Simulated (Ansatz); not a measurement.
**C₄H₃F₃O₂: vertical ionisation energy**

The task here is to estimate one member of a computed series from the others.

Computed with Ansatz 0.2.0, Gaussian basis. Level: unrestricted cation, the program's frozen cores in correlated methods.

The runs, in order: UKS PBE-D4/def2-TZVPP; UKS r2SCAN-D4/def2-TZVPP; UKS PBE0-D4/def2-TZVPP; UKS B3LYP-D4/def2-TZVPP; UKS wB97X-V/def2-TZVPP; UKS wB97M-V/def2-TZVPP; UKS B2PLYP/def2-TZVPP; UHF-CCSD(T)/def2-TZVPP; UHF-MP2/def2-QZVPP; extrapolation to the limit; then −ε(HOMO) from the neutral's earlier runs with LDA (SPW92), PBE-D4, revPBE-D4, BLYP-D4, r2SCAN-D4, B97M-V, PBE0-D4, B3LYP-D4, r2SCANh-D4, r2SCAN0-D4, HSE06-D4, BHLYP-D4, CAM-B3LYP-D4, LC-ωPBE, ωB97X-V, ωB97M-V.

## The relaxed structure

An earlier PBE0-D4 in a triple-zeta def2 set relaxation fixed the geometry.

12 atoms, charge 0, spin multiplicity 1.

Atoms are counted from 1 here; the program's logs count them from 0.

Bond lengths: O1–C2 1.205 Å, C2–C3 1.452 Å, C2–C6 1.549 Å, C3–C4 1.342 Å, C3–H10 1.085 Å, C4–O5 1.326 Å, C4–H11 1.085 Å, O5–H12 0.965 Å, C6–F7 1.341 Å, C6–F8 1.341 Å, C6–F9 1.319 Å. Angles: O1–C2–C3 126.6°, O1–C2–C6 119.2°, C3–C2–C6 114.2°, C2–C3–C4 119.1°, C2–C3–H10 119.2°, C4–C3–H10 121.7°, C3–C4–O5 126.8°, C3–C4–H11 120.7°, O5–C4–H11 112.5°, C4–O5–H12 110.5°, C2–C6–F7 110.2°, C2–C6–F8 110.2°, C2–C6–F9 112.1°, F7–C6–F8 107.3°, F7–C6–F9 108.5°, F8–C6–F9 108.5°.

Geometry (Å):

```xyz
12
charge 0, multiplicity 1
O    -1.50770   -1.23113   -0.16867
C    -0.55492   -0.64678    0.28275
C     0.21768    0.39079   -0.37704
C    -0.12378    0.76961   -1.61796
O     0.47169    1.69523   -2.35776
C    -0.05915   -0.99779    1.70752
F     1.21358   -1.41873    1.66460
F    -0.09306    0.08999    2.49150
F    -0.79170   -1.93966    2.26852
H     1.05594    0.83916    0.14526
H    -0.96500    0.31005   -2.12609
H     1.21363    2.08397   -1.87864
```

The first run:

Input file in.yaml:

```yaml
crystal:
  periodic: [false, false, false]
  atoms:
    - {symbol: O, position_ang: [-1.507704, -1.231132, -0.168669]}
    - {symbol: C, position_ang: [-0.554922, -0.646777, 0.282754]}
    - {symbol: C, position_ang: [0.217677, 0.390786, -0.377038]}
    - {symbol: C, position_ang: [-0.123780, 0.769610, -1.617963]}
    - {symbol: O, position_ang: [0.471694, 1.695228, -2.357757]}
    - {symbol: C, position_ang: [-0.059155, -0.997790, 1.707523]}
    - {symbol: F, position_ang: [1.213582, -1.418725, 1.664598]}
    - {symbol: F, position_ang: [-0.093063, 0.089988, 2.491495]}
    - {symbol: F, position_ang: [-0.791698, -1.939657, 2.268523]}
    - {symbol: H, position_ang: [1.055938, 0.839156, 0.145261]}
    - {symbol: H, position_ang: [-0.964996, 0.310045, -2.126086]}
    - {symbol: H, position_ang: [1.213629, 2.083969, -1.878640]}
basis:
  gaussian: {orbitals: def2-TZVPP}
total_charge: 1
magnetization: {spin_polarized: true, initial_magnetization: 1}
hamiltonian: {xc: pbe, dispersion: d4}
```

On the command line:

```
$ ansatz run in.yaml --threads 2 --pin off --events-out ev --progress --plain --max-ram 32768MiB --backend cuda --devices 0, --max-vram 18GiB
```

Steps of the session up to this table: Cation, UKS PBE-D4/def2-TZVPP; Cation, UKS r2SCAN-D4/def2-TZVPP; Cation, UKS PBE0-D4/def2-TZVPP; Cation, UKS B3LYP-D4/def2-TZVPP; Cation, UKS wB97X-V/def2-TZVPP; Cation, UKS wB97M-V/def2-TZVPP; Cation, UKS B2PLYP (frozen core)/def2-TZVPP; Cation, UHF-CCSD(T)/def2-TZVPP; Cation, UHF-MP2/def2-QZVPP.

One of the session's tables, all rows but one given; the rest of the session is left out.

It belongs to the step «Ionisation energies side by side». For comparison, −ε(HOMO) of the neutral from earlier runs:

| functional | −ε(HOMO) (eV) |
| --- | --- |
| LDA (SPW92) | 6.55 |
| PBE-D4 | 6.31 |
| revPBE-D4 | 6.22 |
| BLYP-D4 | 6.25 |
| r2SCAN-D4 | 6.67 |
| B97M-V | 6.83 |
| PBE0-D4 | ? |
| B3LYP-D4 | 7.72 |
| r2SCANh-D4 | 7.33 |
| r2SCAN0-D4 | 8.10 |
| HSE06-D4 | 7.52 |
| BHLYP-D4 | 8.99 |
| CAM-B3LYP-D4 | 9.24 |
| LC-ωPBE | 10.52 |
| ωB97X-V | 10.16 |
| ωB97M-V | 10.07 |

**Question.** Estimate the row for PBE0-D4.

As computed: −ε(HOMO) (eV): 7.92. In the column «−ε(HOMO) (eV)» it lies between B3LYP-D4 (7.72) and r2SCAN0-D4 (8.10).
